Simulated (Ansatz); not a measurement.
**ClFGeH5NSi: up Jacob's ladder to CCSD(T)**

Aim: compute ClFGeH5NSi with functionals from several rungs and with coupled cluster. The yardstick is the atomisation energy at the CCSD(T) limit.

Program: Ansatz 0.2.0, Gaussian basis. Level of theory: functionals in def2-TZVPP, the program's frozen cores in correlated methods. These are calculated values, not measurements.

Levels to be run: PBE-D4, r2SCAN-D4, PBE0-D4, B3LYP-D4, ωB97X-V, ωB97M-V, B2PLYP; CCSD(T)/def2-TZVPP; MP2/def2-QZVPP; extrapolation to the limit.

### Step 1. The geometry

An earlier PBE0-D4 in a triple-zeta def2 set relaxation fixed the geometry.

SMILES `N[SiH](Cl)[GeH2][F]`, 10 atoms, charge 0, spin multiplicity 1.

Atoms are counted from 1 here; the program's logs count them from 0.

Bond lengths: N1–Si2 1.697 Å, N1–H6 1.007 Å, N1–H7 1.007 Å, Si2–Cl3 2.081 Å, Si2–Ge4 2.383 Å, Si2–H8 1.480 Å, Ge4–F5 1.751 Å, Ge4–H9 1.540 Å, Ge4–H10 1.537 Å. Angles: Si2–N1–H6 122.0°, Si2–N1–H7 121.2°, H6–N1–H7 111.9°, N1–Si2–Cl3 115.4°, N1–Si2–Ge4 110.3°, N1–Si2–H8 107.9°, Cl3–Si2–Ge4 102.8°, Cl3–Si2–H8 105.9°, Ge4–Si2–H8 114.6°, Si2–Ge4–F5 108.3°, Si2–Ge4–H9 112.7°, Si2–Ge4–H10 113.6°, F5–Ge4–H9 105.4°, F5–Ge4–H10 105.7°, H9–Ge4–H10 110.5°.

### Step 2. PBE-D4 (GGA)

The input, in.yaml:

```yaml
crystal:
  periodic: [false, false, false]
  atoms:
    - {symbol: N, position_ang: [-0.369615, 1.450890, 1.021235]}
    - {symbol: Si, position_ang: [-0.222839, -0.228821, 0.828966]}
    - {symbol: Cl, position_ang: [1.326868, -1.116806, 1.896590]}
    - {symbol: Ge, position_ang: [0.322078, -0.758306, -1.429772]}
    - {symbol: F, position_ang: [-0.969831, -0.177544, -2.458704]}
    - {symbol: H, position_ang: [0.295584, 2.093603, 0.624027]}
    - {symbol: H, position_ang: [-0.844420, 1.846099, 1.816697]}
    - {symbol: H, position_ang: [-1.468454, -0.854272, 1.325132]}
    - {symbol: H, position_ang: [1.591829, -0.037592, -1.920789]}
    - {symbol: H, position_ang: [0.421900, -2.268251, -1.700382]}
basis:
  gaussian: {orbitals: def2-TZVPP}
hamiltonian: {xc: pbe, dispersion: d4}
output: {forces: true, orbitals: {seedname: orbitals}}
```

On the command line:

```bash
$ ansatz run in.yaml --threads 4 --pin off --events-out ev --progress --plain --max-ram 10444MiB
```

After this run come: r2SCAN-D4 (meta-GGA); PBE0-D4 (hybrid); B3LYP-D4 (hybrid); ωB97X-V (range-separated); ωB97M-V (range-separated); B2PLYP (double hybrid); CCSD(T) in def2-TZVPP; MP2 in def2-QZVPP.

Q: Predict the results of all the runs planned. Wanted: atomisation energy, CCSD(T)/CBS; farthest; mean size of error, hybrid; mean size of error, range-separated; gap, smallest and largest; T1 diagnostic; triples share of the correlation energy.

As calculated:

| quantity | value |
| --- | --- |
| atomisation energy, CCSD(T)/CBS | 765.2 kcal/mol |
| functionals within 7.7 kcal/mol (1.0 %) | PBE-D4, r2SCAN-D4, B3LYP-D4, ωB97X-V, ωB97M-V |
| farthest | B2PLYP (-14.8 kcal/mol) |
| mean size of error, hybrid | 8.6 kcal/mol |
| mean size of error, range-separated | 3.3 kcal/mol |
| gap, smallest and largest | 5.27 eV (PBE-D4), 11.78 eV (ωB97X-V) |
| T1 diagnostic | 0.0114 |
| triples share of the correlation energy | 3.5 % |

PBE-D4 is off by +2.7 kcal/mol. Double hybrids carry the basis error of their MP2 part in triple zeta, and no dispersion term here, so their miss is partly the set-up's. The reference freezes the cores and leaves out relativity and excitations past (T), and its outer-core shells are covered unevenly, so misses under about 7.7 kcal/mol can't be ranked. Hartree-Fock recovers 71 % of the binding; the rest is correlation. The gap grows from 5.3 to 11.8 eV across the functionals, mostly with the share of exact exchange. Correlated methods include outer-core shells of Ge, which these sets cover unevenly.
